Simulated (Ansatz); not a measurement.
**HfF+ (triplet): wave-function methods side by side, def2-TZVPP**

One table from this session's results is given with a row withheld; the runs are named, their logs left out.

Method: def2-TZVPP, core rule «outside noble gas», up to 5 orbitals frozen; program: Ansatz 0.2.0, Gaussian basis.

The runs, in order: UHF; ROHF; CCSD(T) on UHF.

2 further runs of the same task are left out: 2 set aside as unsound or not needed.

## What is computed

The geometry is a PBE0/def2-TZVP stationary point (not a proven minimum) of the parent state, kept for this charge and spin. No spin-orbit coupling is included. Elements past krypton take def2 core potentials.

2 atoms, charge 1, spin multiplicity 3.

Atoms are counted from 1 here; the program's logs count them from 0.

Bond lengths: Hf1–F2 1.861 Å.

The first run:

Input file in.yaml:

```yaml
crystal:
  periodic: [false, false, false]
  atoms:
    - {symbol: Hf, position_ang: [0.000000, 0.000000, 0.000000]}
    - {symbol: F, position_ang: [0.000000, 0.000000, 1.860593]}
basis:
  gaussian: {orbitals: def2-TZVPP}
total_charge: 1
magnetization: {spin_polarized: true, initial_magnetization: 2}
hamiltonian: {xc: hf}
output: {orbitals: {seedname: orbitals}}
```

Started as:

```bash
> ansatz run in.yaml --threads 1 --pin off --events-out ev --progress --plain --max-ram 4096MiB --backend cpu
```

Among the steps run: UHF; ROHF; CCSD(T) on UHF.

One table of the session follows, with a row left open; its other results are not shown here.

| method | from UCCSD(T) (kcal/mol) |
| --- | --- |
| ROHF | +193.24 |
| UHF | +191.13 |
| UMP2 | ? |
| UCCSD | +6.77 |
| UCCSD(T) | 0 |

Estimate the missing values for UMP2.

**Answer.** from UCCSD(T) (kcal/mol): +5.38. In the column «from UCCSD(T) (kcal/mol)» it lies between UCCSD(T) (0) and UCCSD (+6.77).
